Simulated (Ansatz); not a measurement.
# CH5ClOSi (SMILES CO[SiH2]Cl) at 6 levels

Aim: a comparison of 6 runs (HF/STO-3G, HF/def2-SVP, B3LYP/cc-pVDZ, PBE0/def2-SVP, r2SCAN-D3(BJ)-ATM/pc-2, BCCD(T)/pcseg-1) of CH5ClOSi. 

Program for the calculation: Ansatz 0.2.0.

5 further runs of the same task are left out: 1 that didn't finish, 4 set aside as unsound or not needed.

### Step 1. Starting point

The species is CH5ClOSi (9 atoms), meant as a singlet with charge 0. SMILES: `CO[SiH2]Cl`. The shape is that of a PBE0-D4/def2-TZVP optimisation. This is one conformer, not always the lowest.

Bond lengths: C1–O2 1.412 Å, O2–Si3 1.626 Å, Si3–Cl4 2.057 Å, C1–H5 1.090 Å, C1–H6 1.094 Å, C1–H7 1.096 Å, Si3–H8 1.474 Å, Si3–H9 1.483 Å. Some angles: C1–O2–Si3 124.4°, O2–Si3–Cl4 111.0°, O2–C1–H5 108.0°, O2–C1–H6 110.9°, O2–C1–H7 111.5°, O2–Si3–H8 106.8°, O2–Si3–H9 111.2°, Cl4–Si3–H8 108.7°, Cl4–Si3–H9 106.0°, H5–C1–H6 108.9°.

### Step 2. Energy and forces at HF/STO-3G (run 1)

job.yaml

```yaml
crystal:
  periodic: [false, false, false]
  atoms:
    - symbol: C
      position_ang: [-0.841000, 0.987400, 0.447000]
    - symbol: O
      position_ang: [0.418200, 0.685500, -0.117200]
    - symbol: Si
      position_ang: [0.891200, -0.804900, -0.562600]
    - symbol: Cl
      position_ang: [0.958100, -2.072600, 1.056300]
    - symbol: H
      position_ang: [-0.939900, 2.072400, 0.489700]
    - symbol: H
      position_ang: [-0.920800, 0.584000, 1.460600]
    - symbol: H
      position_ang: [-1.659100, 0.583600, -0.159700]
    - symbol: H
      position_ang: [2.251500, -0.671700, -1.115300]
    - symbol: H
      position_ang: [-0.069600, -1.410100, -1.515800]
basis:
  gaussian: {orbitals: STO-3G}
output: {forces: true, orbitals: {seedname: orbitals}}
accuracy: high
hamiltonian: {xc: hf}
```

Run with:

```
$ ansatz run job.yaml --threads 1 --pin off --max-ram 2610MiB --events-out events.jsonl --progress --plain --runs-dir runs
```

The log of the run:

```text
Warning: RAYON_NUM_THREADS=1 ignored (pool sized by the plan → 1); use --threads N
Functional definition: HF
  name "HF"
  exchange = exact_x
  correlation = 0
659 factors; integrals over basis functions are off by at most 6.2e-9 eV
mean field evaluation 1: about -23247.5894 eV, gradient 2.3e1 eV
mean field evaluation 2: about -23247.7241 eV, gradient 2.3e1 eV
mean field evaluation 4: about -23249.7778 eV, gradient 1.3e0 eV
mean field evaluation 8: about -23249.7857 eV, gradient 1.6e-5 eV
mean field -23249.78573535 eV, -854.4138665034 hartree, gradient 2.5e-8 eV, S^2 0.000000; 0 other end points of the search recorded, 0 dependent functions left out
the calculation of the forces begins
reference -23249.78573535 eV, -854.4138665034 hartree; 25, 25 occupied and 8, 8 virtual orbitals, 659 factors
Total energy: -23249.78573535 eV, -854.4138665034 hartree
Atom 0 at    -0.841000     0.987400     0.447000 Å, force     0.095161    -0.654395    -0.187342 eV/Å
Atom 1 at     0.418200     0.685500    -0.117200 Å, force     0.545830     1.385258     0.058461 eV/Å
Atom 2 at     0.891200    -0.804900    -0.562600 Å, force     0.110906    -0.800250    -2.389063 eV/Å
Atom 3 at     0.958100    -2.072600     1.056300 Å, force     0.065939    -0.554284     0.726939 eV/Å
Atom 4 at    -0.939900     2.072400     0.489700 Å, force    -0.088836     0.115876     0.058668 eV/Å
Atom 5 at    -0.920800     0.584000     1.460600 Å, force    -0.241454     0.041139     0.129783 eV/Å
Atom 6 at    -1.659100     0.583600    -0.159700 Å, force    -0.206432     0.069343     0.121223 eV/Å
Atom 7 at     2.251500    -0.671700    -1.115300 Å, force    -1.332088    -0.166530     0.536275 eV/Å
Atom 8 at    -0.069600    -1.410100    -1.515800 Å, force     1.050974     0.563843     0.945056 eV/Å
Dipole moment:    -0.189158     0.255664    -0.431743 e Å
```

Wall time 0.4 s (1 thread of AMD EPYC 9R45 (Zen 5), shared host).

### Step 3. Energy and gradient at HF/def2-SVP (run 2)

job.yaml

```yaml
crystal:
  periodic: [false, false, false]
  atoms:
    - {symbol: C, position_ang: [-0.841000, 0.987400, 0.447000]}
    - {symbol: O, position_ang: [0.418200, 0.685500, -0.117200]}
    - {symbol: Si, position_ang: [0.891200, -0.804900, -0.562600]}
    - {symbol: Cl, position_ang: [0.958100, -2.072600, 1.056300]}
    - {symbol: H, position_ang: [-0.939900, 2.072400, 0.489700]}
    - {symbol: H, position_ang: [-0.920800, 0.584000, 1.460600]}
    - {symbol: H, position_ang: [-1.659100, 0.583600, -0.159700]}
    - {symbol: H, position_ang: [2.251500, -0.671700, -1.115300]}
    - {symbol: H, position_ang: [-0.069600, -1.410100, -1.515800]}
basis:
  gaussian: {orbitals: def2-SVP}
hamiltonian: {xc: hf}
accuracy: high
output: {forces: true, orbitals: {seedname: orbitals}}
```

Run with:

```
$ ansatz run job.yaml --threads 1 --pin off --max-ram 2610MiB --events-out events.jsonl --progress --plain --runs-dir runs
```

The log of the run:

```text
Warning: RAYON_NUM_THREADS=1 ignored (pool sized by the plan → 1); use --threads N
[... 4 set-up lines as earlier in the session ...]
1986 factors; integrals over basis functions are off by at most 7.4e-9 eV
mean field evaluation 1: about -23504.0039 eV, gradient 2.9e1 eV
mean field evaluation 2: about -23504.0142 eV, gradient 2.9e1 eV
mean field evaluation 4: about -23506.0305 eV, gradient 3.2e0 eV
mean field evaluation 8: about -23506.0583 eV, gradient 5.4e-5 eV
mean field -23506.05828397 eV, -863.8317089574 hartree, gradient 1.4e-8 eV, S^2 0.000000; 0 other end points of the search recorded, 0 dependent functions left out
the calculation of the forces begins
reference -23506.05828397 eV, -863.8317089574 hartree; 25, 25 occupied and 64, 64 virtual orbitals, 1986 factors
Total energy: -23506.05828397 eV, -863.8317089574 hartree
Atom 0 at    -0.841000     0.987400     0.447000 Å, force     0.293494     0.165751    -0.070148 eV/Å
Atom 1 at     0.418200     0.685500    -0.117200 Å, force    -0.713886     0.087823     0.315532 eV/Å
Atom 2 at     0.891200    -0.804900    -0.562600 Å, force     0.364664    -0.039595    -0.590113 eV/Å
Atom 3 at     0.958100    -2.072600     1.056300 Å, force     0.004823    -0.192430     0.307039 eV/Å
Atom 4 at    -0.939900     2.072400     0.489700 Å, force    -0.020493    -0.113448     0.007096 eV/Å
Atom 5 at    -0.920800     0.584000     1.460600 Å, force     0.018778     0.039924    -0.114221 eV/Å
Atom 6 at    -1.659100     0.583600    -0.159700 Å, force     0.096850     0.043365     0.043615 eV/Å
Atom 7 at     2.251500    -0.671700    -1.115300 Å, force    -0.175047    -0.094762     0.015226 eV/Å
Atom 8 at    -0.069600    -1.410100    -1.515800 Å, force     0.130817     0.103372     0.085975 eV/Å
Dipole moment:    -0.294971     0.156970    -0.143405 e Å
```

Wall time 1.6 s (1 thread of AMD EPYC 9R45 (Zen 5), shared host).

Runs 3 to 5 aren't shown in full; the table further down has their settings and results.

### Step 4. Energy and forces at BCCD(T)/pcseg-1 (run 6)

in.yaml

```yaml
crystal:
  periodic: [false, false, false]
  atoms:
    - {symbol: C, position_ang: [-0.841000, 0.987400, 0.447000]}
    - {symbol: O, position_ang: [0.418200, 0.685500, -0.117200]}
    - {symbol: Si, position_ang: [0.891200, -0.804900, -0.562600]}
    - {symbol: Cl, position_ang: [0.958100, -2.072600, 1.056300]}
    - {symbol: H, position_ang: [-0.939900, 2.072400, 0.489700]}
    - {symbol: H, position_ang: [-0.920800, 0.584000, 1.460600]}
    - {symbol: H, position_ang: [-1.659100, 0.583600, -0.159700]}
    - {symbol: H, position_ang: [2.251500, -0.671700, -1.115300]}
    - {symbol: H, position_ang: [-0.069600, -1.410100, -1.515800]}
basis:
  gaussian:
    orbitals: pcseg-1.json
correlation:
  method: bccd_t
  electrons: outside_noble_gas
output: {forces: true}
accuracy: high
```

The basis set pcseg-1 is read from a file made from the Basis Set Exchange's data (not shown).

Run with:

```
$ ansatz run in.yaml --threads 1 --pin off --max-ram 2610MiB --events-out events.jsonl --progress --plain --runs-dir runs
```

The log of the run:

```text
Warning: RAYON_NUM_THREADS=1 ignored (pool sized by the plan → 1); use --threads N
[... 11 lines left out ...]
12 core orbitals not correlated: weight in the atoms' cores, before any rotation towards them, 1.000 or more for the frozen orbitals, at most 0.000 for the correlated occupied ones
[... 23 lines left out ...]
Total energy: -23529.00797799 eV, -864.6750946569 hartree
[... 9 lines left out ...]
Dipole moment:    -0.296465     0.188199    -0.165859 e Å
```

It took 29 s on 1 thread of AMD EPYC 9R45 (Zen 5), shared host; peak memory 1.2 GiB.

### Step 5. All runs side by side

| run | level | task | accuracy | energy (Eh) | dipole moment (D) | HOMO energy (eV) | LUMO energy (eV) | wall time |
| --- | --- | --- | --- | --- | --- | --- | --- | --- |
| 1 | HF/STO-3G | gradient | high | -854.413867 | 2.58 | -9.60 | 9.76 | 0.4 s |
| 2 | HF/def2-SVP | gradient | high | -863.831709 | 1.75 | -12.05 | 4.49 | 1.6 s |
| 3 | B3LYP/cc-pVDZ | gradient | high | -866.137084 | 1.60 | -8.22 | 0.76 | 4.5 s |
| 4 | PBE0/def2-SVP | gradient | high | -865.374001 | 1.60 | -8.54 | 1.02 | 3.9 s |
| 5 | r2SCAN-D3(BJ)-ATM/pc-2 (density fitting with def2-universal-jkfit) | energy | medium | -866.082068 | – | -7.53 | -0.04 | 2.4 s |
| 6 | BCCD(T)/pcseg-1 | gradient | high | -864.675095 | 1.87 | – | – | 29 s |

### Step 6. Results

| quantity | value |
| --- | --- |
| run 6: total energy | -864.67509 Eh |
| run 6: dipole moment (correlated density) | 1.87 D |
| run 6: correlation energy (12 core orbitals frozen) | -607.1 mEh |
| run 6: (T) correction | -14.27 mEh |
| run 6: largest force on an atom | 1.061 eV/Å |

In words: Over runs 1, 2, 3, 4, 6 the dipole moment (its size) runs from 1.60 D (PBE0/def2-SVP) to 2.58 D (HF/STO-3G). The two ends differ in method and basis. Over runs 1, 2, 3, 4, 5 the HOMO–LUMO gap runs from 7.49 eV (r2SCAN-D3(BJ)-ATM/pc-2) to 19.36 eV (HF/STO-3G). Totals of different functionals can't be ranked against each other. In run 1 the basis is minimal, so the values are rough. All runs together took 42 s, the longest 29 s.
